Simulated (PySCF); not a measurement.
**HgH2(H2S): other functionals and bases at one geometry**

How far do other levels of theory move the description of HgH2(H2S), and what does each cost? It is a constructed species; whether it can be made isn't addressed.

The runs use PySCF 2.14.0; several levels, as the steps say, no spin–orbit coupling.

2 further runs of the same task are left out: 2 for a known fault of the program. Runs told in other sessions of the task aren't counted.

### Step 1. The starting structure

6 atoms, charge 0, spin multiplicity 1.

Bond lengths: Hg1–H2 1.666 Å, Hg1–H3 1.672 Å, S4–H5 1.362 Å, S4–H6 1.362 Å. Angles: H2–Hg1–H3 177.8°, H5–S4–H6 91.3°.

As a file:

```xyz
6
H4HgS
Hg    0.4810    0.7692    0.0000
H     2.0338    0.1646    0.0000
H    -1.0532    1.4342    0.0000
S    -1.1667   -2.2521    0.0000
H    -1.9279   -1.6798    0.9736
H    -1.9279   -1.6798   -0.9736
```

Formal oxidation states: Hg +2. An earlier session relaxed this geometry at PBE, Hg def2-SVP with ECP60, H def2-SVP, S def2-SVP (singlet, point group Cs).

At PBE on the finer grid: E = -553.764883 Eh, HOMO -6.37 eV, LUMO -1.02 eV, Mulliken charge on Hg1 +0.12 e, largest force component 0.006 eV/Å. 

Levels to run: CAM-B3LYP; TPSSh; M06-L; revPBE; PBE, TZVP; PBE, x2c-SVP. Hardware: 2 threads of Arm Neoverse V1, shared host.

### Step 2. CAM-B3LYP

The input, run.py (the lines that set the calculation):

```python
mol = gto.M(atom='''
Hg     0.48105     0.76916     0.00000
H      2.03378     0.16457     0.00000
H     -1.05317     1.43415     0.00000
S     -1.16672    -2.25215     0.00000
H     -1.92791    -1.67979     0.97358
H     -1.92791    -1.67979    -0.97358''',
    basis={'Hg': 'def2-SVP', 'H': 'def2-SVP', 'S': 'def2-SVP'},
    ecp={'Hg': 'def2-SVP'},
    charge=0, spin=0)
mf = dft.RKS(mol, xc='CAMB3LYP')
mf.grids.atom_grid = (75, 302)
mf = mf.density_fit()  # fitting sets: Hg def2-universal-JKFIT, H def2-universal-JKFIT, S def2-universal-JKFIT
mf.conv_tol = 1e-08; mf.max_cycle = 55
mf.kernel(dm0)  # dm0: the density of the relaxed state
```

Started as:

```sh
$ OMP_NUM_THREADS=2 python run.py
```

### Step 3. TPSSh

Edit run.py (the lines that set the calculation) of step 2 so:

```diff
@@ -10,3 +10,3 @@
     charge=0, spin=0)
-mf = dft.RKS(mol, xc='CAMB3LYP')
+mf = dft.RKS(mol, xc='TPSSH')
 mf.grids.atom_grid = (75, 302)
```

### Step 4. M06-L

Edit run.py (the lines that set the calculation) of step 3 so:

```diff
@@ -10,3 +10,3 @@
     charge=0, spin=0)
-mf = dft.RKS(mol, xc='TPSSH')
+mf = dft.RKS(mol, xc='M06L')
 mf.grids.atom_grid = (75, 302)
```

### Step 5. revPBE

Edit run.py (the lines that set the calculation) of step 4 so:

```diff
@@ -10,3 +10,3 @@
     charge=0, spin=0)
-mf = dft.RKS(mol, xc='M06L')
+mf = dft.RKS(mol, xc='PBE_R,PBE')
 mf.grids.atom_grid = (75, 302)
```

### Step 6. PBE, TZVP

Basis: Hg def2-TZVP with ECP60, H def2-TZVP, S def2-TZVP. 

The input, run.py (the lines that set the calculation):

```python
mol = gto.M(atom='''
Hg     0.48105     0.76916     0.00000
H      2.03378     0.16457     0.00000
H     -1.05317     1.43415     0.00000
S     -1.16672    -2.25215     0.00000
H     -1.92791    -1.67979     0.97358
H     -1.92791    -1.67979    -0.97358''',
    basis={'Hg': 'def2-TZVP', 'H': 'def2-TZVP', 'S': 'def2-TZVP'},
    ecp={'Hg': 'def2-TZVP'},
    charge=0, spin=0)
mf = dft.RKS(mol, xc='PBE')
mf.grids.atom_grid = (75, 302)
mf = mf.density_fit()  # fitting sets: Hg def2-universal-JKFIT, H def2-universal-JKFIT, S def2-universal-JKFIT
mf.conv_tol = 1e-08; mf.max_cycle = 55
mf.kernel(dm0)  # dm0: free metal ions and neutral atoms
```

### Step 7. PBE, x2c-SVP

Basis: Hg x2c-SVPall, H x2c-SVPall, S x2c-SVPall. All electrons are treated, with the spin-free X2C Hamiltonian.

The input, run.py (the lines that set the calculation):

```python
mol = gto.M(atom='''
Hg     0.48105     0.76916     0.00000
H      2.03378     0.16457     0.00000
H     -1.05317     1.43415     0.00000
S     -1.16672    -2.25215     0.00000
H     -1.92791    -1.67979     0.97358
H     -1.92791    -1.67979    -0.97358''',
    basis={'Hg': 'x2c-SVPall', 'H': 'x2c-SVPall', 'S': 'x2c-SVPall'},
    nucmod='G',
    charge=0, spin=0)
mf = dft.RKS(mol, xc='PBE')
mf.grids.atom_grid = (99, 590)
mf = mf.density_fit()  # fitting sets: Hg AutoAux, H AutoAux, S AutoAux
mf = mf.sfx2c1e()
mf.conv_tol = 1e-08; mf.max_cycle = 55
mf.kernel(dm0)  # dm0: free metal ions and neutral atoms
```

Q: Predict the outcome of this session. Wanted: for each run, HOMO; gap; charge on Hg1; dipole; largest force component.

The runs gave:

| level | state | HOMO (eV) | gap (eV) | charge on Hg1 (e) | dipole (D) | largest force component (eV/Å) | basis functions | time |
| --- | --- | --- | --- | --- | --- | --- | --- | --- |
| PBE (relaxed here) | singlet | -6.37 | 5.35 | 0.12 | 1.59 | 0.01 | 70 | 4.6 s |
| CAM-B3LYP | singlet | -8.92 | 9.30 | 0.17 | 1.51 | 0.44 | 70 | 2.3 s |
| TPSSh | singlet | -7.02 | 6.43 | 0.23 | 1.53 | 0.35 | 70 | 2.7 s |
| M06-L | singlet | -6.65 | 6.23 | 0.38 | 1.51 | 0.47 | 70 | 2.9 s |
| revPBE | singlet | -6.34 | 5.43 | 0.15 | 1.55 | 0.07 | 70 | 1.9 s |
| PBE, TZVP | singlet | -6.48 | 5.17 | 0.14 | 1.28 | 0.25 | 104 | 5.2 s |
| PBE, x2c-SVP | singlet | -6.34 | 5.12 | -0.15 | 1.59 | 0.08 | 107 | 19 s |

Times are on 2 threads of Arm Neoverse V1, shared host; the first row also made further properties.

In one basis the HOMO–LUMO gap runs from 5.35 eV (PBE) to 9.30 eV (CAM-B3LYP). The largest leftover force, 0.47 eV/Å with M06-L, stands at a geometry relaxed at another level. The Mulliken charge on Hg spans -0.15 to +0.38 e over the levels. Total energies of different levels can't be compared. Spin–orbit coupling is left out throughout.
